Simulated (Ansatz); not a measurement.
# BeSe3: the cost of one run

Program: Ansatz 0.2.0. Level of theory: DFT PBE, scalar-relativistic, plane waves, PAW, unless a step names another level. These are calculated values, not measurements.

8 further runs of the same task are left out: 8 set aside as unsound or not needed.

## Step 1: What the formula suggests

Pauling electronegativities: Be 1.57, Se 2.55 (spread 0.98). No set of common oxidation states balances it. Tabulated atomic sizes suggest about 22 Å³/atom. 37 candidates were drawn, by swapping species into database cells of other compounds, at random by space group and Wyckoff sites, or by hand, as the table says:

| name | made from | space group no. | Wyckoff sites | atoms (primitive cell) | V (Å³/atom) |
| --- | --- | --- | --- | --- | --- |
| c01 | random | 216 | Be 4c, 4b; Se 24g | 8 | 26.4 |
| c02 | built by hand: BeSe litharge layer plus Se slab | 129 | Be 2a; Se 2c, 2c, 2c | 8 | 21.9 |
| c03 | random | 99 | Be 1b; Se 1a, 2c | 4 | 24.3 |
| c04 | database cell of Ag3O | 162 | Be 2d; Se 6k | 8 | 20.0 |
| c05 | random | 65 | Be 2a; Se 4i, 2d | 4 | 27.8 |
| c06 | random | 139 | Be 2b; Se 4c, 2a | 4 | 24.9 |
| c07 | random | 69 | Be 4a; Se 4b, 8i | 4 | 27.0 |
| c08 | random | 65 | Be 2b; Se 4l, 2a | 4 | 27.2 |
| c09 | database cell of Nd3Cd | 194 | Be 2d; Se 6h | 8 | 26.3 |
| c10 | random | 221 | Be 1a, 1b; Se 6f | 8 | 23.4 |
| c11 | random | 55 | Be 2a; Se 4h, 2b | 8 | 28.0 |
| c12 | database cell of RuCl3 | 193 | Be 2b; Se 6g | 8 | 21.2 |
| c13 | random | 123 | Be 1d; Se 2f, 1a | 4 | 28.3 |
| c14 | built by hand: BaS3 | 113 | Be 2a; Se 2c, 4e | 8 | 21.9 |
| c15 | random | 58 | Be 2a; Se 2c, 4g | 8 | 24.2 |
| c16 | database cell of Li3Pd | 225 | Be 4a; Se 4b, 8c | 4 | 27.3 |
| c17 | random | 229 | Be 2a; Se 6b | 4 | 26.6 |
| c18 | random | 139 | Be 2a; Se 2b, 4e | 4 | 22.2 |
| c19 | database cell of Sc3Hg | 221 | Be 1a; Se 3c | 4 | 24.8 |
| c20 | random | 12 | Be 2d; Se 4i, 2a | 4 | 26.4 |
| c21 | random | 65 | Be 2d; Se 4j, 2b | 4 | 24.0 |
| c22 | database cell of Sm3Cd | 139 | Be 2a; Se 4d, 2b | 4 | 25.8 |
| c23 | random | 166 | Be 3a; Se 3b, 6c | 4 | 23.8 |
| c24 | random | 107 | Be 4b; Se 8c, 4b | 8 | 22.7 |
| c25 | database cell of TiCu3 | 59 | Be 2a; Se 4e, 2b | 8 | 22.0 |
| c26 | built by hand: ZrSe3 | 11 | Be 2e; Se 2e, 2e, 2e | 8 | 21.9 |
| c27 | random | 164 | Be 2c; Se 6i | 8 | 28.2 |
| c28 | random | 191 | Be 1a; Se 3f | 4 | 25.1 |
| c29 | random | 164 | Be 1a; Se 2d, 1b | 4 | 23.0 |
| c30 | random | 35 | Be 2a; Se 2b, 4d | 4 | 26.3 |
| c31 | database cell of AsI3 | 148 | Be 6c; Se 18f | 8 | 24.4 |
| c32 | database cell of ZrTe3 | 11 | Be 2e; Se 2e, 2e, 2e | 8 | 22.1 |
| c33 | database cell of DyCd3 | 63 | Be 4c; Se 4c, 8g | 8 | 21.9 |
| c34 | database cell of LiHg3 | 194 | Be 2c; Se 6h | 8 | 21.6 |
| c35 | database cell of Zr3Ag | 123 | Be 1a; Se 1c, 2e | 4 | 26.9 |
| c36 | random | 48 | Be 2d; Se 4f, 2c | 8 | 25.7 |
| c37 | built by hand: BaS3-derived tetrahedral layer | 113 | Be 2a; Se 4e, 2c | 8 | 21.9 |

## Step 2: Screening run of c01

The input, input.yaml:

```yaml
crystal:
  lattice:
    - [0.0, 4.72831538, 4.72831538]
    - [4.72831538, 0.0, 4.72831538]
    - [4.72831538, 4.72831538, 0.0]
  atoms:
    - { symbol: Be, position: [0.75, 0.75, 0.75] }
    - { symbol: Be, position: [0.5, 0.5, 0.5] }
    - { symbol: Se, position: [0.96412101, 0.53587899, 0.53587899] }
    - { symbol: Se, position: [0.53587899, 0.96412101, 0.96412101] }
    - { symbol: Se, position: [0.53587899, 0.96412101, 0.53587899] }
    - { symbol: Se, position: [0.96412101, 0.53587899, 0.96412101] }
    - { symbol: Se, position: [0.53587899, 0.53587899, 0.96412101] }
    - { symbol: Se, position: [0.96412101, 0.96412101, 0.53587899] }
basis:
  ecutwfc: 420
kpoints:
  mp_grid: { grid: [3, 3, 3] }
hamiltonian:
  xc: pbe
scf:
  occupations: { method: gaussian, width: 0.2 }
  lower_state_search: "off"
output:
  forces: true
  stress: true
  eigenvalues: true
relax:
  adjacent_minimum: "off"
  f_tol: 0.08
  max_steps: 16
  cell: { stress_tol: 0.8 }
```

Launch:

```sh
$ ansatz run input.yaml --threads 1 --pin off --max-ram 2560MiB --backend cpu --events-out ev --progress --plain --runs-dir out
```

**Question.** How long does this run take on 1 thread of Intel Xeon 6975P-C (Granite Rapids), shared host, and how much memory does it need?

About 11 s, with a peak of 0.47 GiB.
